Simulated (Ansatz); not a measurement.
# GaBHCl (singlet): the correlation ladder, cc-pVDZ

The task here is to estimate one member of a computed series from the others.

Computed with Ansatz 0.2.0, Gaussian basis. Level: cc-pVDZ, core rule «outside noble gas», up to 20 orbitals frozen.

Plan: UHF; CCSD(T) on RHF; CCSD(T) on UHF; BCCD(T) on RHF; CISD; CCSDT(Q) on RHF; CCSDT(Q) on UHF; CASSCF and MRCISD+Q, 8 electrons in 8 orbitals; CASSCF and NEVPT2, 8 electrons in 8 orbitals.

26 further runs of the same task are left out: 2 for a known fault of the program, 13 that didn't finish, 11 set aside as unsound or not needed. Runs told in other sessions of the task aren't counted.

## The system

The geometry is a PBE0/def2-TZVP stationary point (not a proven minimum) of the parent state, kept for this charge and spin. No spin-orbit coupling is included. The filled d shell of Ga may be among the frozen orbitals whatever the setting's name suggests.

4 atoms, charge 0, spin multiplicity 1.

Atoms are counted from 1 here; the program's logs count them from 0.

Bond lengths: B1–Ga2 1.909 Å, B1–H4 1.183 Å, Ga2–Cl3 2.110 Å. Angles: Ga2–B1–H4 148.6°, B1–Ga2–Cl3 161.5°.

Set-up of the first run:

The input, in.yaml:

```yaml
crystal:
  periodic: [false, false, false]
  atoms:
    - {symbol: B, position_ang: [0.000000, -0.342826, 2.296381]}
    - {symbol: Ga, position_ang: [0.000000, 0.098129, 0.439441]}
    - {symbol: Cl, position_ang: [0.000000, -0.089117, -1.661752]}
    - {symbol: H, position_ang: [0.000000, 0.023715, 3.421568]}
basis:
  gaussian: {orbitals: cc-pVDZ}
magnetization: {spin_polarized: true, initial_magnetization: 0}
hamiltonian: {xc: hf}
output: {orbitals: {seedname: orbitals}}
```

Command:

```sh
$ ansatz run in.yaml --threads 1 --pin off --events-out ev --progress --plain --max-ram 2393MiB
```

Among the steps run: UHF; CCSD(T) on RHF; CCSD(T) on UHF; BCCD(T) on RHF; CISD; CCSDT(Q) on RHF; CCSDT(Q) on UHF; CASSCF and MRCISD+Q, 8 electrons in 8 orbitals; CASSCF and NEVPT2, 8 electrons in 8 orbitals.

One of the session's tables, all rows but one given; the rest of the session is left out.

| method | from RCCSDT(Q) (meV) |
| --- | --- |
| RHF | +8383.2 |
| UHF | +7629.3 |
| RMP2 | +1391.9 |
| UMP2 | +1035.3 |
| RCCSD | +346.2 |
| UCCSD | ? |
| RCCSD(T) | +84.2 |
| UCCSD(T) | -225.7 |
| BCCD(T) | +83.3 |
| RCCSDT | +30.7 |
| UCCSDT | -413.7 |
| RCCSDT(Q) | 0 |
| UCCSDT(Q) | -491.2 |
| CASSCF frontier | +6457.9 |
| NEVPT2 frontier | +1191.7 |
| MRCISD frontier | +690.9 |
| MRCISD+Q frontier | +130.3 |

**Question.** Estimate the row for UCCSD.

The run gave: from RCCSDT(Q) (meV): +26.9. In the column «from RCCSDT(Q) (meV)» it lies between RCCSDT(Q) (0) and RCCSDT (+30.7).

Not comparable, so not listed: CISD (they don't share determinant, frozen orbitals or solution with the rows shown, or repeat one).

To keep in mind: The determinant of HF (⟨S²⟩ 1.00) is far from a pure spin state, so its energy mixes those of several spin states; that is harmless only where they are near-degenerate. The determinant of CCSD(T) (⟨S²⟩ 1.00) is far from a pure spin state, so its energy mixes those of several spin states; high orders of coupled cluster remove much of that, low ones don't. The determinant of CCSDT(Q) (⟨S²⟩ 1.00) is far from a pure spin state, so its energy mixes those of several spin states; high orders of coupled cluster remove much of that, low ones don't. The program flags UCCSD(T), UCCSDT(Q) as in doubt, so read those rows with care; the flags are large difference. Warnings: restricted reference is unstable; spin contamination. Restricted and unrestricted rows rest on different reference determinants; a gap between their highest levels can come from leftover correlation error, from unlike frozen cores or from another state.
